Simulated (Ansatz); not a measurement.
What does this script print? It uses Ansatz's Python interface.

Script `run_dimer.py`:
```python
"""Interaction energy of two CH2BN molecules, with the counterpoise correction."""

import ansatz as az

BASIS = "cc-pVDZ"
FUNCTIONAL = "pbe0"
DISPERSION = "d3bj"

FIRST = [
    ("B", (-0.198, 0.4178, -0.3181)),
    ("C", (0.3449, -0.6824, 0.5018)),
    ("N", (0.7647, -1.5398, 1.1171)),
    ("H", (-0.7484, 0.2346, -1.3366)),
    ("H", (-0.1634, 1.5697, 0.0359)),
]
SECOND = [
    ("B", (-1.5252, -3.2746, -2.567)),
    ("C", (-1.7114, -2.8528, -1.1653)),
    ("N", (-1.8722, -2.5217, -0.0908)),
    ("H", (-2.0818, -2.7598, -3.461)),
    ("H", (-0.744, -4.1348, -2.888)),
]

def energy(atoms, ghosts=()):
    molecule = az.Crystal.molecule()
    for symbol, xyz in atoms:
        molecule = molecule.atom(symbol, xyz)
    calc = (
        molecule.calculation()
        .basis(gaussian=BASIS)
        .functional(FUNCTIONAL, dispersion=DISPERSION)
    )
    deck = calc.input()
    if ghosts:
        deck = deck.set(az.key.basis.gaussian.ghost_atoms, [{"symbol": s, "position_ang": list(xyz)} for s, xyz in ghosts])
    return az.Session.from_dict(deck).plan().execute().report["free_energy_ev"]

# ghost atoms carry the functions of the partner
both = energy(FIRST + SECOND)
alone = energy(FIRST) + energy(SECOND)
ghosted = energy(FIRST, SECOND) + energy(SECOND, FIRST)
print(f"dimer {both:.6f} eV")
print(f"interaction, uncorrected   {96.485332 * (both - alone):8.3f} kJ/mol")
print(f"interaction, counterpoise  {96.485332 * (both - ghosted):8.3f} kJ/mol")
print(f"basis-set superposition    {96.485332 * (alone - ghosted):8.3f} kJ/mol")
```

```console
$ python run_dimer.py
dimer -6461.020301 eV
interaction, uncorrected     -1.290 kJ/mol
interaction, counterpoise     1.870 kJ/mol
basis-set superposition       3.160 kJ/mol
```

Uncorrected it is -1.290 kJ/mol, with the counterpoise correction 1.870 kJ/mol; the difference, 3.16 kJ/mol, is the superposition error. The sign changes with the correction, so this basis doesn't settle it.

Reading the output:
- Total energies depend on the basis set; only differences at equal settings carry meaning.
- The dimer is a generated trial pose of unrelaxed monomers, not a minimum, so the figure is no binding energy, and the basis set is small.
- Wall time of the script: 4.6 s on 1 thread of Intel(R) Xeon(R) 6975P-C (Granite Rapids), with other jobs on the host, peak memory 0.25 GiB.

(Lines on the test bed's own set-up are left out of the output.)
